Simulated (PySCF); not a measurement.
# C2H6OSi: the cost of one run

The runs use PySCF 2.14.0, with density-fitted response routines of our own; the level of theory stands in each step. All values are computed, except where a source is named. Atoms are numbered from 0 throughout.

### 1 The molecule as given

10 atoms, charge 0, multiplicity 1; geometry from: GFN2-xTB. The atoms were then displaced at random by about 0.01 Å, so the start is not that level's minimum.

Bonds of the start (Å): C0–C1 1.35, C1–O2 1.36, O2–Si3 1.59, C0–H4 1.05, C0–H5 1.07, C1–H6 1.09, Si3–H7 1.46, Si3–H8 1.49, Si3–H9 1.47.

### 2 Relaxing the molecule at PBE0-D3(BJ)/def2-SVP

Job settings and geometry (Å):

```
{"job": {"xc": "PBE0", "basis": "def2-SVP", "d3": "d3bj", "grid": 1, "shake": 0.01, "kind": "geom"}, "charge": 0, "multiplicity": 1}
C      1.643330    -0.136300     0.360890
C      0.947530     0.457760    -0.629090
O     -0.399080     0.465930    -0.794350
Si    -1.574370    -0.160900     0.073910
H      2.691830    -0.070720     0.383620
H      1.113910    -0.636760     1.141870
H      1.463840     0.997320    -1.424980
H     -1.478440    -1.615170     0.160650
H     -1.640690     0.400150     1.450000
H     -2.717440     0.277770    -0.743580
```

On the command line:

```sh
$ OMP_NUM_THREADS=1 python probes_run.py task.json out
```

One launch serves the whole session: the jobs run in the order shown.

**Question.** How long does this first job take on 1 thread of Intel Xeon Platinum 8488C, shared host, and how much memory does it need?

About 16 s, with a peak of 0.38 GiB.
